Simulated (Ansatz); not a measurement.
# ClTi: the cost of one run

Program: Ansatz 0.2.0, Gaussian basis. Level of theory: def2-TZVPP, core rule «outside noble gas», up to 14 orbitals frozen. These are calculated values, not measurements.

To be run: UHF; CCSD(T) on RHF; CCSD(T) on UHF; CCSDT(Q) on RHF; CCSDT(Q) on UHF.

7 further runs of the same task are left out: 4 for a known fault of the program, 3 set aside as unsound or not needed.

## (1) The geometry

The geometry is a PBE0/def2-TZVP stationary point (not a proven minimum).

2 atoms, charge 1, spin multiplicity 1.

Atoms are counted from 1 here; the program's logs count them from 0.

Bond lengths: Ti1–Cl2 2.134 Å.

Geometry (Å):

```csv
atom,x (Å),y (Å),z (Å)
Ti1,0.0000,0.0000,0.0000
Cl2,0.0000,0.0000,2.1342
```

## (2) UHF

in.yaml reads:

```yaml
crystal:
  periodic: [false, false, false]
  atoms:
    - {symbol: Ti, position_ang: [0.000000, 0.000000, 0.000000]}
    - {symbol: Cl, position_ang: [0.000000, 0.000000, 2.134200]}
basis:
  gaussian: {orbitals: def2-TZVPP}
total_charge: 1
magnetization: {spin_polarized: true, initial_magnetization: 0}
hamiltonian: {xc: hf}
output: {orbitals: {seedname: orbitals}}
```

The run is started by

```sh
ansatz run in.yaml --threads 1 --pin off --events-out ev --progress --plain --max-ram 4096MiB --backend cpu
```

**Question.** How long does this run take on 1 thread of AMD EPYC 7R13, shared host, and how much memory does it need?

About 30 s, with a peak of 0.33 GiB.
